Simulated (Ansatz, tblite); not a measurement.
# The cluster Li10+: rung by rung

The task here is to estimate one member of a computed series from the others.

The runs use Ansatz 0.2.0, Gaussian basis; as each input shows.

Levels to be run: GFN1-xTB, GFN2-xTB, PBE/def2-TZVP, r2SCAN/def2-TZVP, B97M-V/def2-TZVP, BLYP/def2-TZVP, HSE06/def2-TZVP, revPBE/def2-TZVP, HF/def2-TZVP, LC-ωPBE(0.10)/def2-TZVP, LC-ωPBE(0.15)/def2-TZVP, LC-ωPBE(0.20)/def2-TZVP, LC-ωPBE(0.30)/def2-TZVP, PBE/def2-SVP, PBE0/def2-SVP, HF/STO-3G, HF/6-31G, B3LYP/6-31G, CCSD(T)/def2-TZVP, RPA/def2-TZVP.

## The geometry

The geometry is that of the doublet, from an earlier relaxation (PBE/def2-TZVP).

10 atoms, charge 1, spin multiplicity 2.

Bond lengths: Li1–Li2 3.013 Å, Li2–Li3 3.025 Å, Li2–Li4 2.961 Å, Li2–Li5 2.960 Å, Li2–Li7 2.908 Å, Li2–Li8 2.904 Å, Li4–Li5 2.905 Å, Li4–Li7 2.996 Å, Li4–Li9 2.938 Å, Li5–Li8 3.003 Å, Li5–Li9 2.941 Å, Li7–Li8 2.883 Å, Li7–Li9 2.960 Å, Li7–Li10 3.046 Å, Li8–Li9 2.963 Å, Li8–Li10 3.033 Å. Angles: Li1–Li2–Li3 171.1°, Li1–Li2–Li4 65.0°, Li1–Li2–Li5 123.8°, Li1–Li2–Li7 63.3°, Li1–Li2–Li8 122.7°, Li3–Li2–Li4 123.2°, Li3–Li2–Li5 64.4°, Li3–Li2–Li7 122.5°, Li3–Li2–Li8 63.1°, Li4–Li2–Li5 58.8°, Li4–Li2–Li7 61.4°, Li4–Li2–Li8 90.5°, Li5–Li2–Li7 90.5°, Li5–Li2–Li8 61.6°, Li7–Li2–Li8 59.5°, Li2–Li4–Li5 60.6°, Li2–Li4–Li7 58.4°, Li2–Li4–Li9 89.5° and more.

The ion is computed in the gas phase, without counter-ions or solvent.

PBE0/def2-TZVP was run before; its log isn't repeated, and its numbers join the tables.

The first run:

Tight binding, by tblite at 300 K electronic temperature and without a spin-polarisation term:

```python
tblite.interface.Calculator('GFN1-xTB', numbers, positions, charge=1, uhf=1).singlepoint()
```

Tight binding, by tblite at 300 K electronic temperature and without a spin-polarisation term:

```python
tblite.interface.Calculator('GFN2-xTB', numbers, positions, charge=1, uhf=1).singlepoint()
```

start.molden holds the orbitals of an earlier run on this state, given as this run's starting guess.

The input, in.yaml:

```yaml
crystal:
  periodic: [false, false, false]
  atoms:
    - {symbol: Li, position_ang: [-2.184633, -2.068450, -2.241387]}
    - {symbol: Li, position_ang: [-0.018829, 0.011964, -1.994902]}
    - {symbol: Li, position_ang: [2.077111, 2.182649, -2.203175]}
    - {symbol: Li, position_ang: [0.038590, -2.102879, 0.076747]}
    - {symbol: Li, position_ang: [2.092046, -0.048382, 0.078871]}
    - {symbol: Li, position_ang: [2.401524, -2.379417, 2.070153]}
    - {symbol: Li, position_ang: [-2.076112, 0.018691, 0.059697]}
    - {symbol: Li, position_ang: [-0.042825, 2.063033, 0.060257]}
    - {symbol: Li, position_ang: [0.011959, -0.028741, 2.157546]}
    - {symbol: Li, position_ang: [-2.381831, 2.375332, 1.965693]}
basis:
  gaussian: {orbitals: def2-TZVP, initial_orbitals: start.molden}
total_charge: 1
magnetization: {spin_polarized: true, initial_magnetization: 1}
hamiltonian: {xc: pbe}
scf: {omitted_lower_state_checks: [starts]}
output: {orbitals: {seedname: orbitals}}
```

Launch:

```console
$ ansatz run in.yaml --threads 4 --pin off --events-out ev --progress --plain --max-ram 3916MiB
```

Steps of the session up to this table: PBE/def2-TZVP; r2SCAN/def2-TZVP; B97M-V/def2-TZVP; BLYP/def2-TZVP; HSE06/def2-TZVP; revPBE/def2-TZVP; HF/def2-TZVP; LC-ωPBE(0.10)/def2-TZVP; LC-ωPBE(0.15)/def2-TZVP; LC-ωPBE(0.20)/def2-TZVP; LC-ωPBE(0.30)/def2-TZVP; PBE/def2-SVP; PBE0/def2-SVP; HF/STO-3G; HF/6-31G; B3LYP/6-31G; CCSD(T)/def2-TZVP; RPA/def2-TZVP.

One of the session's tables, all rows but one given; the rest of the session is left out.

It belongs to the step «Levels side by side». 

```
                  level  HOMO (eV)  LUMO (eV)  gap (eV)
              HF/STO-3G      -6.31      -1.48      4.83
               HF/6-31G      -6.92      -2.52      4.40
           HF/def2-TZVP      -6.93      -2.65      4.28
           PBE/def2-SVP      -5.46      -5.07      0.39
          PBE/def2-TZVP      -5.52      -5.13      0.38
       revPBE/def2-TZVP      -5.49      -5.10      0.39
         BLYP/def2-TZVP      -5.28      -4.99      0.29
       r2SCAN/def2-TZVP      -5.52      -4.96      0.56
       B97M-V/def2-TZVP          ?          ?         ?
            B3LYP/6-31G      -5.66      -4.63      1.03
          PBE0/def2-SVP      -5.85      -4.54      1.31
         PBE0/def2-TZVP      -5.91      -4.62      1.29
        HSE06/def2-TZVP      -5.59      -4.94      0.65
LC-ωPBE(0.10)/def2-TZVP      -6.72      -3.95      2.77
LC-ωPBE(0.15)/def2-TZVP      -6.98      -3.64      3.35
LC-ωPBE(0.20)/def2-TZVP      -7.12      -3.45      3.67
LC-ωPBE(0.30)/def2-TZVP      -7.21      -3.26      3.95
```

**Question.** Estimate the row for B97M-V/def2-TZVP.

The run gave: HOMO (eV): -5.48; LUMO (eV): -5.20; gap (eV): 0.28. In the column «HOMO (eV)» it lies between revPBE/def2-TZVP (-5.49) and PBE/def2-SVP (-5.46).

To keep in mind: Doubts: large T1 diagnostic, spin contamination. Notes on CCSD(T)/def2-TZVP: large T1 diagnostic, spin contamination.
